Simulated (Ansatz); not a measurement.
# CHGeSi+ (triplet): the correlation ladder, cc-pVDZ

An exercise on one series of results from a longer session: the logs are not shown, and one member is left open.

Method: cc-pVDZ, core rule «outside noble gas», up to 20 orbitals frozen; program: Ansatz 0.2.0, Gaussian basis.

Plan: UHF; CCSD(T) on ROHF; CCSD(T) on UHF; BCCD(T) on ROHF; CISD as a restricted active space (open shells left free, so some higher excitations enter); CCSDT(Q) on ROHF; CCSDT(Q) on UHF; CASSCF and NEVPT2, 10 electrons in 10 orbitals.

22 further runs of the same task are left out: 7 that didn't finish, 15 set aside as unsound or not needed. Runs told in other sessions of the task aren't counted.

### What is computed

The geometry is a PBE0/def2-TZVP stationary point (not a proven minimum) of the parent state, kept for this charge and spin. No spin-orbit coupling is included. The filled d shell of Ge may be among the frozen orbitals whatever the setting's name suggests.

4 atoms, charge 1, spin multiplicity 3.

Atoms are counted from 1 here; the program's logs count them from 0.

Bond lengths: C1–Si2 1.737 Å, Si2–Ge3 2.247 Å, Si2–H4 1.700 Å, Ge3–H4 1.787 Å. Angles: C1–Si2–Ge3 161.9°, C1–Si2–H4 110.3°, Ge3–Si2–H4 51.6°, Si2–Ge3–H4 48.2°, Si2–H4–Ge3 80.2°.

Set-up of the first run:

in.yaml reads:

```yaml
crystal:
  periodic: [false, false, false]
  atoms:
    - {symbol: C, position_ang: [0.000000, 0.201284, 2.951795]}
    - {symbol: Si, position_ang: [0.000000, -0.185302, 1.258644]}
    - {symbol: Ge, position_ang: [0.000000, 0.021187, -0.979275]}
    - {symbol: H, position_ang: [0.000000, 1.237918, 0.329124]}
basis:
  gaussian: {orbitals: cc-pVDZ}
total_charge: 1
magnetization: {spin_polarized: true, initial_magnetization: 2}
hamiltonian: {xc: hf}
output: {orbitals: {seedname: orbitals}}
```

The run is started by

```sh
ansatz run in.yaml --threads 1 --pin off --events-out ev --progress --plain --max-ram 2393MiB
```

Among the steps run: UHF; CCSD(T) on ROHF; CCSD(T) on UHF; BCCD(T) on ROHF; CISD as a restricted active space (open shells left free, so some higher excitations enter); CCSDT(Q) on ROHF; CCSDT(Q) on UHF; CASSCF and NEVPT2, 10 electrons in 10 orbitals.

One of the session's tables, all rows but one given; the rest of the session is left out.

| method | from RCCSDT(Q) (kcal/mol) |
| --- | --- |
| ROHF | +199.89 |
| UHF | +165.86 |
| RMP2 | +47.90 |
| UMP2 | +43.21 |
| CISD | +40.78 |
| RCCSD | +15.08 |
| UCCSD | +12.74 |
| RCCSD(T) | +3.67 |
| UCCSD(T) | +4.52 |
| BCCD(T) | +4.05 |
| RCCSDT | +1.66 |
| UCCSDT | +1.34 |
| RCCSDT(Q) | 0 |
| UCCSDT(Q) | +0.01 |
| CASSCF frontier | ? |
| NEVPT2 frontier | +32.04 |

Estimate the missing values for CASSCF frontier.

The run gave: from RCCSDT(Q) (kcal/mol): +125.24. In the column «from RCCSDT(Q) (kcal/mol)» it lies between RMP2 (+47.90) and UHF (+165.86).

To keep in mind: The determinant of HF (⟨S²⟩ 2.89) is far from a pure spin state, so its energy mixes those of several spin states; that is harmless only where they are near-degenerate. The determinant of CCSD(T) (⟨S²⟩ 2.89) is far from a pure spin state, so its energy mixes those of several spin states; high orders of coupled cluster remove much of that, low ones don't. The determinant of CCSDT(Q) (⟨S²⟩ 2.89) is far from a pure spin state, so its energy mixes those of several spin states; high orders of coupled cluster remove much of that, low ones don't. Warnings: spin contamination; large T1 diagnostic. Restricted and unrestricted rows rest on different reference determinants; a gap between their highest levels can come from leftover correlation error, from unlike frozen cores or from another state.
